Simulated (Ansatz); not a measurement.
# C2H3BrO: one species, many methods

One table from this session's results is given with a row withheld; the runs are named, their logs left out.

Program: Ansatz 0.2.0, Gaussian basis. Level of theory: functionals in def2-TZVPP, the program's frozen cores in correlated methods. These are calculated values, not measurements.

Plan: LDA (SPW92), PBE-D4, revPBE-D4, BLYP-D4, r2SCAN-D4, B97M-V, PBE0-D4, B3LYP-D4, r2SCANh-D4, r2SCAN0-D4, HSE06-D4, BHLYP-D4, CAM-B3LYP-D4, LC-ωPBE, ωB97X-V, ωB97M-V, B2PLYP, PBE-QIDH; CCSD(T)/def2-SVP; CCSD(T)/def2-TZVPP; MP2/def2-QZVPP; extrapolation to the limit; RPA on PBE.

**The geometry**

All runs share one geometry, relaxed beforehand with PBE0-D4 in a triple-zeta def2 set.

SMILES `BrC1CO1`, 7 atoms, charge 0, spin multiplicity 1.

Atoms are counted from 1 here; the program's logs count them from 0.

Bond lengths: Br1–C2 1.922 Å, C2–C3 1.452 Å, C2–O4 1.381 Å, C2–H5 1.084 Å, C3–O4 1.431 Å, C3–H6 1.085 Å, C3–H7 1.086 Å. Angles: Br1–C2–C3 120.1°, Br1–C2–O4 117.3°, Br1–C2–H5 110.1°, C3–C2–O4 60.7°, C3–C2–H5 123.1°, O4–C2–H5 117.2°, C2–C3–O4 57.2°, C2–C3–H6 118.5°, C2–C3–H7 119.9°, O4–C3–H6 115.0°, O4–C3–H7 115.2°, H6–C3–H7 116.8°, C2–O4–C3 62.1°.

Set-up of the first run:

in.yaml

```yaml
crystal:
  periodic: [false, false, false]
  atoms:
    - {symbol: Br, position_ang: [1.345694, -0.896659, -1.581266]}
    - {symbol: C, position_ang: [-0.150179, -0.459869, -0.456728]}
    - {symbol: C, position_ang: [0.018221, 0.455853, 0.656881]}
    - {symbol: O, position_ang: [-0.661116, 0.819762, -0.549422]}
    - {symbol: H, position_ang: [-0.860995, -1.278575, -0.448071]}
    - {symbol: H, position_ang: [0.985503, 0.927272, 0.798503]}
    - {symbol: H, position_ang: [-0.615727, 0.364216, 1.534302]}
basis:
  gaussian: {orbitals: def2-TZVPP}
hamiltonian: {xc: lda}
output: {orbitals: {seedname: orbitals}}
```

Steps of the session up to this table: LDA; PBE-D4 (GGA); revPBE-D4 (GGA); BLYP-D4 (GGA); r2SCAN-D4 (meta-GGA); B97M-V (meta-GGA); PBE0-D4 (hybrid); B3LYP-D4 (hybrid); r2SCANh-D4 (hybrid); r2SCAN0-D4 (hybrid); HSE06-D4 (hybrid); BHLYP-D4 (hybrid); CAM-B3LYP-D4 (range-separated); LC-ωPBE (range-separated); ωB97X-V (range-separated); ωB97M-V (range-separated); B2PLYP (double hybrid); PBE-QIDH (double hybrid).

One table of the session follows, with a row left open; its other results are not shown here.

It belongs to the step «Frontier levels by functional». 

| functional | HOMO (eV) | gap (eV) |
| --- | --- | --- |
| LDA (SPW92) | -6.84 | 5.59 |
| PBE-D4 | -6.68 | 5.65 |
| revPBE-D4 | -6.63 | 5.68 |
| BLYP-D4 | -6.54 | 5.59 |
| r2SCAN-D4 | -6.99 | 6.21 |
| B97M-V | ? | ? |
| PBE0-D4 | -8.02 | 8.01 |
| B3LYP-D4 | -7.78 | 7.47 |
| r2SCANh-D4 | -7.48 | 7.07 |
| r2SCAN0-D4 | -8.22 | 8.36 |
| HSE06-D4 | -7.62 | 7.23 |
| BHLYP-D4 | -9.21 | 10.24 |
| CAM-B3LYP-D4 | -9.39 | 10.48 |
| LC-ωPBE | -10.78 | 13.15 |
| ωB97X-V | -10.40 | 12.64 |
| ωB97M-V | -10.28 | 12.33 |

**Question.** Estimate the row for B97M-V.

**Answer.** HOMO (eV): -7.09; gap (eV): 6.36. In the column «HOMO (eV)» it lies between r2SCANh-D4 (-7.48) and r2SCAN-D4 (-6.99).
